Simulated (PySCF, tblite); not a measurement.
# C₄H₈O₂SSi: geometry, infrared bands and NMR shifts

Aim: predict the infrared bands and NMR shifts of C₄H₈O₂SSi (`C=C[Si@@H](OC=O)SC`).

Computed with tblite 0.8.0 and PySCF 2.14.0, with density-fitted response routines of our own, on a single molecule in the gas phase. Atoms count from 0, in the outputs and in this text.

**1. Starting geometry**

16 atoms, charge 0, multiplicity 1; geometry from: force field or distance geometry start.

Bonds of the start (Å): C0–C1 1.33, C1–Si2 1.85, Si2–O3 1.66, O3–C4 1.35, C4–O5 1.22, Si2–S6 2.14, S6–C7 1.81, C0–H8 1.09, C0–H9 1.08, C1–H10 1.08, Si2–H11 1.48, C4–H12 1.10, C7–H13 1.09, C7–H14 1.08, C7–H15 1.10.

**2. Relaxing the molecule with GFN2-xTB**

What the job is given:

```
{"job": {"kind": "relax", "xc": "GFN2-xTB", "basis": "xTB"}, "charge": 0, "multiplicity": 1}
C     -0.882100     2.182900    -0.561300
C     -0.186400     1.106600    -0.914600
Si    -0.190500    -0.528100    -0.051500
O     -1.515300    -1.441100    -0.445500
C     -2.741100    -1.215600     0.079200
O     -3.070100    -0.341500     0.858200
S      1.546400    -1.592800    -0.718000
C      2.903000    -0.701900     0.092200
H     -1.564800     2.190300     0.291200
H     -0.817200     3.103500    -1.130700
H      0.470000     1.144700    -1.770600
H     -0.073300    -0.369500     1.414200
H     -3.449300    -1.953600    -0.329400
H      2.936900     0.332600    -0.251200
H      3.841700    -1.175900    -0.171300
H      2.784400    -0.731500     1.188000
```

Command:

```bash
> OMP_NUM_THREADS=1 python probes_run.py task.json out
```

One launch serves the whole session: the jobs run in the order shown.

**Question.** This job is followed by: GFN2-xTB harmonic vibrations, gas phase; GIAO PBE0/pcSseg-1 NMR shielding, non-relativistic, gas phase. What will the session give for the following? strongest single infrared mode (GFN2-xTB); zero-point energy (GFN2-xTB); 13C shifts against TMS (PBE0/pcSseg-1); 1H shifts against TMS (PBE0/pcSseg-1, means over atoms taken as alike); 29Si shifts against TMS (PBE0/pcSseg-1); 17O shifts against H2O (PBE0/pcSseg-1); 33S shifts against CS2 (PBE0/pcSseg-1).

As calculated:

| quantity | value |
| --- | --- |
| strongest single infrared mode (GFN2-xTB) | 1198 cm⁻¹, 462 km/mol |
| zero-point energy (GFN2-xTB) | 70.1 kcal/mol |
| 13C shifts against TMS (PBE0/pcSseg-1) | 165.4, 154.2, 140.3, 9.4 ppm |
| 1H shifts against TMS (PBE0/pcSseg-1, means over atoms taken as alike) | 8.00, 6.96, 6.88, 6.27, 5.90, 1.93 ppm |
| 29Si shifts against TMS (PBE0/pcSseg-1) | -1.9 ppm |
| 17O shifts against H2O (PBE0/pcSseg-1) | 463.5, 216.9 ppm |
| 33S shifts against CS2 (PBE0/pcSseg-1) | -193 ppm |

In words: Relaxing lowered the energy by 0.207 eV in 83 steps; the close pair that moved most is O3–C4, from 1.352 to 1.307 Å. No mode is imaginary among the 42: a minimum at this level. The strongest single mode, at 1198 cm⁻¹, moves mainly O3 and C4. Unscaled tight-binding wavenumbers are off by several per cent, some by more. Its intensities can rank the bands wrongly. At PBE0/pcSseg-1: The widest tensor belongs to O5: span 647 ppm, with a paramagnetic part of -531 ppm.
